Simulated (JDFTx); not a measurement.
MgI2 under changes of volume

One of the cells (34.041 Å³/atom); the others are scaled copies at fixed shape and fractional positions:

```
CELL_PARAMETERS angstrom
4.14000 0.00000 0.00000
-2.07000 3.58535 0.00000
0.00000 0.00000 6.88000
ATOMIC_POSITIONS crystal
I 0.66667 0.33333 0.75000
I 0.33333 0.66667 0.25000
Mg 0.00000 0.00000 0.00000
```

```yaml
Program: JDFTx 1.7.0 (patched build)
Functional: PBEsol
Potentials_or_basis: PseudoDojo-SR-PBEsol-0.4.1-standard with smoothed tails
Cutoff: 1143 eV
Density_cutoff: 9143 eV
k_mesh: 8 × 8 × 4
Occupations: fermi-dirac, width 0.05 eV
Spin: no spin polarisation
```

| volume (Å³/atom) | energy over the lowest point (meV/atom) | pressure (GPa) | gap on the mesh (eV) | largest force (eV/Å) |
| --- | --- | --- | --- | --- |
| 31.998 | 4.43 | 1.2 | 3.48 | 0.003 |
| 32.679 | 0.71 | 0.5 | 3.47 | 0.104 |
| 33.360 | 0.00 | -0.2 | 3.46 | 0.197 |
| 34.041 | ? | ? | ? | ? |
| 34.722 | 6.34 | -1.3 | 3.41 | 0.364 |
| 35.402 | 12.86 | -1.8 | 3.36 | 0.440 |
| 36.083 | 21.32 | -2.2 | 3.29 | 0.510 |

What does the run at 34.041 Å³/atom give?

Energy over the lowest point 1.97 meV/atom; pressure -0.8 GPa; gap on the mesh 3.44 eV; largest force 0.284 eV/Å.

Worked out: A Birch-Murnaghan fit of order 3 (a polynomial in V^(-2/3)) to the other rows has its minimum at 33.19 Å³/atom with B0 = V·E''(V) = 32 GPa and B' = 4.4 at fixed shape and positions, which overstates the stiffness. It gives 1.97 meV/atom at 34.041 Å³/atom, against the run's 1.97, and -dE/dV = -0.8 GPa, against -0.8. A parabola through the other rows of the gap, of slope -1.54 eV per unit of ln V there, gives 3.44 eV, against the run's 3.44.

Energies are extrapolated to zero smearing.

Caveats: spin-orbit coupling is left out, which moves the levels of the heavy elements; the cell's inner coordinates are idealised or old, which leaves forces on the atoms; this functional lacks dispersion, which binds the layers, so the pressure and a relaxed spacing across them are unreliable.

A mesh can miss the band edges.
